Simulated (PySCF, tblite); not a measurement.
# C₈H₇FO₂: geometry, infrared bands and NMR shifts

Aim: predict the infrared bands and NMR shifts of C₈H₇FO₂ (`CCC1=C(F)C(=O)C=CC1=O`).

Computed with tblite 0.8.0 and PySCF 2.14.0, with density-fitted response routines of our own, on a single molecule in the gas phase. Atoms are numbered from 0 throughout.

## Step 1: Starting geometry

18 atoms, charge 0, multiplicity 1; geometry from: force field or distance geometry start.

Bonds of the start (Å): C0–C1 1.52, C1–C2 1.52, C2–C3 1.34, C3–F4 1.34, C3–C5 1.48, C5–O6 1.23, C5–C7 1.47, C7–C8 1.34, C8–C9 1.49, C9–O10 1.23, C9–C2 1.48, C0–H11 1.11, C0–H12 1.10, C0–H13 1.09, C1–H14 1.10, C1–H15 1.08, C7–H16 1.08, C8–H17 1.08.

## Step 2: Geometry optimisation with GFN2-xTB

Job settings and geometry (Å):

```
{"job": {"kind": "relax", "xc": "GFN2-xTB", "basis": "xTB"}, "charge": 0, "multiplicity": 1}
C     -2.511100    -0.189300     0.471900
C     -1.623200     0.413900    -0.609500
C     -0.151700     0.217400    -0.283500
C      0.619100     1.204400     0.180900
F      0.119000     2.423600     0.447600
C      2.053300     1.028200     0.484900
O      2.759100     1.933800     0.924600
C      2.637600    -0.300600     0.230300
C      1.882500    -1.297600    -0.259100
C      0.437500    -1.109300    -0.555200
O     -0.212500    -2.039400    -1.021400
H     -3.574400    -0.017600     0.220500
H     -2.334300     0.274100     1.458800
H     -2.366700    -1.267500     0.567000
H     -1.854800     1.485300    -0.698100
H     -1.856200    -0.038200    -1.560100
H      3.685500    -0.429900     0.449600
H      2.282500    -2.284900    -0.460600
```

Run with:

```bash
OMP_NUM_THREADS=1 python probes_run.py task.json out
```

This one command runs all jobs of the session in turn.

**Question.** This job is followed by: GFN2-xTB harmonic vibrations, gas phase; GIAO PBE0/pcSseg-1 NMR shielding, non-relativistic, gas phase. What will the session give for the following? strongest single infrared mode (GFN2-xTB); zero-point energy (GFN2-xTB); ¹³C shifts against TMS (PBE0/pcSseg-1); ¹H shifts against TMS (PBE0/pcSseg-1, means over atoms taken as alike); ¹⁹F shifts against CFCl3 (PBE0/pcSseg-1); ¹⁷O shifts against H2O (PBE0/pcSseg-1); surface potential, 1st and 99th percentile.

The runs gave:

```
                                                              quantity                                                     value
                             strongest single infrared mode (GFN2-xTB)                                     1692 cm⁻¹, 408 km/mol
                                          zero-point energy (GFN2-xTB)                                             81.4 kcal/mol
                                ¹³C shifts against TMS (PBE0/pcSseg-1)  193.8, 185.6, 165.7, 142.0, 140.1, 137.2, 20.6, 17.0 ppm
¹H shifts against TMS (PBE0/pcSseg-1, means over atoms taken as alike)                                6.80, 6.75, 2.64, 1.14 ppm
                              ¹⁹F shifts against CFCl3 (PBE0/pcSseg-1)                                                -120.9 ppm
                                ¹⁷O shifts against H2O (PBE0/pcSseg-1)                                          739.6, 738.9 ppm
                                 surface potential, 1st and 99th percentile                                        -1.36 V and 1.32 V
```

What this shows: The optimisation took 48 steps and gained 0.087 eV; among the close pairs (by a distance rule), C1–C2 changed most, from 1.520 to 1.496 Å. All 48 modes are real, so the xTB geometry is a minimum. The strongest single mode, at 1692 cm⁻¹, moves mainly C9 and O10. GFN2-xTB is a fitted tight-binding method: band positions and strengths are rough. Its intensities can rank the bands wrongly. By nearest atom (PBE0/pcSseg-1), the HOMO sits on C2, C3 about 21 % each; O10 15 % and the LUMO on O6, O10 about 18 % each; C5, C9 about 13 % each.
